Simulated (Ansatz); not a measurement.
# EuZn3 (AuCu3 type): a single-point run

Aim: a sound single-point run of EuZn3 (AuCu3 type). The structure is shown as the input types it.

Method: DFT PBE+U, scalar-relativistic, plane waves, PAW, in Ansatz 0.2.0.

3 further runs of the same task are left out: 1 for a known fault of the program, 2 that didn't finish. Runs told in other sessions of the task aren't counted.

### 1 The structure to begin with

Symmetry: Pm-3m, No. 221, cubic system. The conventional cell has a = 4.473 Å, b = 4.473 Å, c = 4.473 Å, α = 90.00°, β = 90.00°, γ = 90.00°. Around Eu (site symmetry m-3m) lie 12 Zn at 3.16 Å. Zn (site symmetry 4/mmm) has 4 Eu at 3.16 Å and 8 Zn at 3.16 Å in its first shell of neighbours.

Coordinates:

```
Eu Zn
1.0
     4.47331    0.00000    0.00000
     0.00000    4.47331    0.00000
     0.00000    0.00000    4.47331
Eu Zn
1 3
Direct
  0.00000 0.00000 0.00000
  0.00000 0.50000 0.50000
  0.50000 0.50000 0.00000
  0.50000 0.00000 0.50000
```

### 2 The run

Input file input.yaml:

```yaml
crystal:
  lattice:
    - [4.4733079737, 0.0, 0.0]
    - [0.0, 4.4733079737, 0.0]
    - [0.0, 0.0, 4.4733079737]
  atoms:
    - { symbol: Eu, position: [0.0, 0.0, 0.0], spin: 7.0 }
    - { symbol: Zn, position: [0.0, 0.5, 0.5] }
    - { symbol: Zn, position: [0.5, 0.5, 0.0] }
    - { symbol: Zn, position: [0.5, 0.0, 0.5] }
basis:
  ecutwfc: "120 eV"
  ecutrho_ratio: 4
kpoints:
  mp_grid: { grid: [6, 6, 6] }
hamiltonian:
  xc: pbe
  hubbard: { sites: [{ species: Eu, l: f, u_eff: 6.0 }] }
scf:
  occupations: { method: gaussian, width: 0.05 }
  max_iter: 60
output:
  forces: true
  stress: true
magnetization:
  spin_polarized: true
```

Launch:

```console
$ ansatz run input.yaml --threads 2 --pin off --max-ram 2662MiB --backend cpu --events-out ev --progress --plain --runs-dir out
```

Q: Will this input give a usable result? If not, why, and what should change?

The run converged and reported no error, with warnings (cutoff below recommended, filled band counts differ across k points, open shell order search failed). It gives a pressure of -153 GPa, which is large.

In the input, basis.ecutwfc is 120 eV. With so few plane waves the basis is incomplete by a wide margin. The potentials' recommended cutoff is 420 eV.

To check: set basis.ecutwfc to 420.
